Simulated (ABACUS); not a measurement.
HPbNO4 in ABACUS: the effect of functional

Crystal: HPbNO4.

```
CELL_PARAMETERS angstrom
4.35916 -0.00041 0.00648
-2.12486 5.30989 -0.05003
-2.16542 -1.90233 5.01131
ATOMIC_POSITIONS crystal
H 0.99073 0.03330 0.90994
Pb 0.50274 0.81989 0.14287
N 0.00838 0.47408 0.50265
O 0.99816 0.92741 0.02877
O 0.19467 0.73435 0.60852
O 0.81673 0.35882 0.24556
O 0.01381 0.33121 0.65217
```

The cell was built by a generator and needn't be a form met in nature.

The cell isn't the ideal one: volume scaled by 1.06.

Alike in all runs:

- Program: ABACUS 3.10.1
- Task: equation of state
- Potentials or basis: SG15 ONCV 1.2 PBE
- Cutoff: 1361 eV
- Density cutoff: 5442 eV
- Basis: DZP LCAO (the cutoffs set its grid)
- k mesh: 6 × 4 × 4
- Occupations: fermi-dirac, width 0.05 eV
- Spin: no spin polarisation

```tsv
functional	gap on the mesh (eV)	pressure (GPa)	largest force (eV/Å)
LDA	2.73	-4.2	0.96
PBEsol	2.74	-2.7	0.62
WC	2.75	-2.5	0.56
BLYP	2.70	1.3	0.69
r2SCAN	?	?	?
```

Question: What does the run with functional r2SCAN give?

Answer: gap on the mesh 3.14 eV; pressure -3.7 GPa; largest force 0.48 eV/Å.

Caveats: the atomic orbitals were generated for these runs and aren't a published set; the potentials were made for another functional, which shifts forces and pressure; spin-orbit coupling is left out, which as a rule narrows the gap of such compounds by several tenths of an eV; the basis of atomic orbitals isn't converged, which shifts pressures, moduli and gaps.

A k mesh can miss the band edges.

Runs at the PBE level aren't shown here.
